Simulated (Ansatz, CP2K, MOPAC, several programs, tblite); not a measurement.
Energy against volume for BeSnSb2 as one 4-atom ordering (P-4m2) on the zincblende lattice, at fixed shape and fractional coordinates, computed by several methods (PBE and r2SCAN, where shown, with plane waves in Ansatz); the cell shown is that of r2SCAN. With free coordinates or axes held, a curve is too stiff, and on another method's shape its minimum isn't the method's own volume. Space group P-4m2 (No. 115), tetragonal; a = 4.326 Å, c = 6.062 Å in the conventional setting, 28.37 Å³ an atom. Around Be lie 4 Sb at 2.49 Å; around Sb lie 2 Be at 2.49 Å and 2 Sn at 2.81 Å; around Sn lie 4 Sb at 2.81 Å. Values at 0 K without nuclear motion; spin polarisation is off, and the phase may be a hypothetical one. Energies count from each curve's lowest point; fits are third-order Birch-Murnaghan.

```
Be Sb Sn
1.0
     4.32639    0.00000    0.00000
     0.00000    4.32639    0.00000
     0.00000    0.00000    6.06242
Be Sb Sn
1 2 1
Direct
  0.00000 0.00000 0.00000
  0.00000 0.50000 0.20359
  0.50000 0.00000 0.79641
  0.50000 0.50000 0.50000
```

r2SCAN, on the shape of its own relaxed cell:

| V (Å³/atom) | E (meV/atom) |
| --- | --- |
| 26.667 | 19.18 |
| 27.518 | 4.52 |
| 28.369 | 0.00 |
| 29.220 | 4.04 |
| 30.071 | 15.31 |

V₀ = 28.37 Å³ an atom and B₀ = 54 GPa.

PM7 (MOPAC), on the shape of the cell shown, as a cluster of 32 atoms at the zone centre:
```csv
V (Å³/atom),E (meV/atom)
24.964,0.00
26.667,141.27
28.369,154.56
30.071,215.84
31.773,316.31
```
The lowest point is an end point, so the minimum isn't bracketed.

Problem. GFN1-xTB (tblite), on the shape of the cell shown, as a cluster of 32 atoms at the zone centre, gives
```tsv
V (Å³/atom)	E (meV/atom)
24.964	79.93
26.667	13.70
28.369	0.00
30.071	22.07
31.773	69.58
```
What equilibrium volume and bulk modulus follow?

Solution. V₀ = 28.07 Å³ an atom and B₀ = 59 GPa.

PBE/DZVP (CP2K), on the shape of the cell shown:
```csv
V (Å³/atom),E (meV/atom)
24.964,119.63
26.667,27.73
28.369,5.67
30.071,0.00
31.773,19.76
```
The points scatter about a smooth fit, a numerical artefact, so no fit is quoted.

Problem. PBE, on the shape of its own relaxed cell, gives
```csv
V (Å³/atom),E (meV/atom)
27.198,17.75
28.066,4.23
28.934,0.00
29.802,3.69
30.670,14.09
```
What equilibrium volume and bulk modulus follow?

Solution. V₀ = 28.94 Å³ an atom and B₀ = 48 GPa.
